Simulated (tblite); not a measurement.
# C5H14B2NP: the cost of one run

Programs: tblite 0.8.0 and PySCF 2.14.0, with density-fitted response routines of our own. Each step states its level of theory. These are calculated values for one molecule in the gas phase, unless marked as measured. Atoms are numbered from 0 throughout.

**1. The starting structure**

23 atoms, charge 0, multiplicity 1; geometry from: force field or distance geometry start.

Bonds of the start (Å): C0–B1 1.59, B1–N2 1.55, N2–C3 1.43, C3–B4 1.59, B4–P5 1.92, B4–C6 1.55, C6–C7 1.51, C7–C8 1.53, C8–C6 1.52, C0–H9 1.12, C0–H10 1.11, C0–H11 1.10, B1–H12 1.19, N2–H13 1.04, C3–H14 1.12, C3–H15 1.10, P5–H16 1.46, P5–H17 1.46, C6–H18 1.12, C7–H19 1.10, C7–H20 1.10, C8–H21 1.12, C8–H22 1.11.

**2. Geometry optimisation with GFN2-xTB**

The job: settings as JSON, then the geometry in Å.

```
{"job": {"kind": "relax", "xc": "GFN2-xTB", "basis": "xTB"}, "charge": 0, "multiplicity": 1}
C     -3.880600    -0.817500     0.215700
B     -2.827100     0.212900    -0.371600
N     -1.363900    -0.292400    -0.439500
C     -0.561200     0.893600    -0.498600
B      0.980900     0.518900    -0.568900
P      2.048000     1.551700    -1.787300
C      1.472100    -0.745100     0.190700
C      2.943200    -1.022300     0.393300
C      2.119600    -0.422400     1.529900
H     -4.904500    -0.356700     0.187100
H     -3.572900    -1.008800     1.263600
H     -3.911900    -1.734100    -0.388900
H     -3.162000     1.169200    -0.987400
H     -1.219900    -0.789900     0.462300
H     -0.665200     1.548700     0.408600
H     -0.832300     1.533100    -1.356400
H      3.478200     1.390600    -1.550300
H      1.703200     2.949000    -1.558100
H      0.830000    -1.664400     0.254100
H      3.696500    -0.354300    -0.050400
H      3.224900    -2.074900     0.534900
H      2.406300     0.639600     1.726700
H      1.994000    -1.097500     2.400400
```

Command:

```sh
$ OMP_NUM_THREADS=1 python probes_run.py task.json out
```

The driver reads the jobs from task.json and runs them one after another.

**Question.** How long does this first job take on 1 thread of Arm Neoverse V1, shared host, and how much memory does it need?

About 1.7 s, with a peak of 0.18 GiB.
